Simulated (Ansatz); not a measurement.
# CHFS₂Si: one species, many methods

The task here is to estimate one member of a computed series from the others.

Computed with Ansatz 0.2.0, Gaussian basis. Level: functionals in def2-TZVPP, the program's frozen cores in correlated methods.

Levels to be run: LDA (SPW92), PBE-D4, revPBE-D4, BLYP-D4, r2SCAN-D4, B97M-V, PBE0-D4, B3LYP-D4, r2SCANh-D4, r2SCAN0-D4, HSE06-D4, BHLYP-D4, CAM-B3LYP-D4, LC-ωPBE, ωB97X-V, ωB97M-V, B2PLYP, PBE-QIDH; CCSD(T)/def2-SVP; CCSD(T)/def2-TZVPP; MP2/def2-QZVPP; extrapolation to the limit; RPA on PBE.

## Structure used throughout

The geometry comes from an earlier relaxation with PBE0-D4 in a triple-zeta def2 set; it is a stationary point.

SMILES `F[SiH]1SC1=S`, 6 atoms, charge 0, spin multiplicity 1.

Atoms are counted from 1 here; the program's logs count them from 0.

Bond lengths: F1–Si2 1.583 Å, Si2–S3 2.093 Å, Si2–C4 1.813 Å, Si2–H6 1.471 Å, S3–C4 1.803 Å, C4–S5 1.597 Å. Angles: F1–Si2–S3 119.2°, F1–Si2–C4 121.1°, F1–Si2–H6 108.0°, S3–Si2–C4 54.4°, S3–Si2–H6 120.5°, C4–Si2–H6 124.8°, Si2–S3–C4 54.9°, Si2–C4–S3 70.7°, Si2–C4–S5 155.8°, S3–C4–S5 133.5°.

Geometry (Å):

```xyz
6
charge 0, multiplicity 1
F    -0.9230   -1.1297    1.4868
Si    0.0778   -0.1459    0.7539
S     1.2165   -0.8578   -0.8514
C    -0.1572    0.3020   -0.9870
S    -0.8555    1.0394   -2.2192
H     0.6834    0.7280    1.7706
```

Set-up of the first run:

Contents of in.yaml:

```yaml
crystal:
  periodic: [false, false, false]
  atoms:
    - {symbol: F, position_ang: [-0.922985, -1.129723, 1.486830]}
    - {symbol: Si, position_ang: [0.077813, -0.145879, 0.753946]}
    - {symbol: S, position_ang: [1.216490, -0.857824, -0.851410]}
    - {symbol: C, position_ang: [-0.157199, 0.301992, -0.987024]}
    - {symbol: S, position_ang: [-0.855494, 1.039438, -2.219151]}
    - {symbol: H, position_ang: [0.683374, 0.727996, 1.770609]}
basis:
  gaussian: {orbitals: def2-TZVPP}
hamiltonian: {xc: lda}
output: {orbitals: {seedname: orbitals}}
```

Command:

```console
ansatz run in.yaml --threads 2 --pin off --events-out ev --progress --plain --max-ram 4352MiB
```

Steps of the session up to this table: LDA; PBE-D4 (GGA); revPBE-D4 (GGA); BLYP-D4 (GGA); r2SCAN-D4 (meta-GGA); B97M-V (meta-GGA); PBE0-D4 (hybrid); B3LYP-D4 (hybrid); r2SCANh-D4 (hybrid); r2SCAN0-D4 (hybrid); HSE06-D4 (hybrid); BHLYP-D4 (hybrid); CAM-B3LYP-D4 (range-separated); LC-ωPBE (range-separated); ωB97X-V (range-separated); ωB97M-V (range-separated); B2PLYP (double hybrid); PBE-QIDH (double hybrid).

One table of the session follows, with a row left open; its other results are not shown here.

It belongs to the step «Frontier levels by functional». 

| functional | HOMO (eV) | LUMO (eV) | gap (eV) |
| --- | --- | --- | --- |
| LDA (SPW92) | ? | ? | ? |
| PBE-D4 | -5.40 | -3.57 | 1.83 |
| revPBE-D4 | -5.35 | -3.50 | 1.85 |
| BLYP-D4 | -5.23 | -3.38 | 1.85 |
| r2SCAN-D4 | -5.61 | -3.52 | 2.08 |
| B97M-V | -5.66 | -3.48 | 2.18 |
| PBE0-D4 | -6.53 | -2.79 | 3.74 |
| B3LYP-D4 | -6.29 | -2.92 | 3.37 |
| r2SCANh-D4 | -6.03 | -3.22 | 2.80 |
| r2SCAN0-D4 | -6.66 | -2.76 | 3.90 |
| HSE06-D4 | -6.13 | -3.16 | 2.97 |
| BHLYP-D4 | -7.51 | -1.79 | 5.72 |
| CAM-B3LYP-D4 | -7.76 | -1.66 | 6.10 |
| LC-ωPBE | -9.10 | -0.68 | 8.42 |
| ωB97X-V | -8.75 | -0.68 | 8.06 |
| ωB97M-V | -8.57 | -0.69 | 7.88 |

Q: Estimate the row for LDA (SPW92) from the others.

As computed: HOMO (eV): -5.55; LUMO (eV): -3.76; gap (eV): 1.78. In the column «HOMO (eV)» it lies between r2SCAN-D4 (-5.61) and PBE-D4 (-5.40).
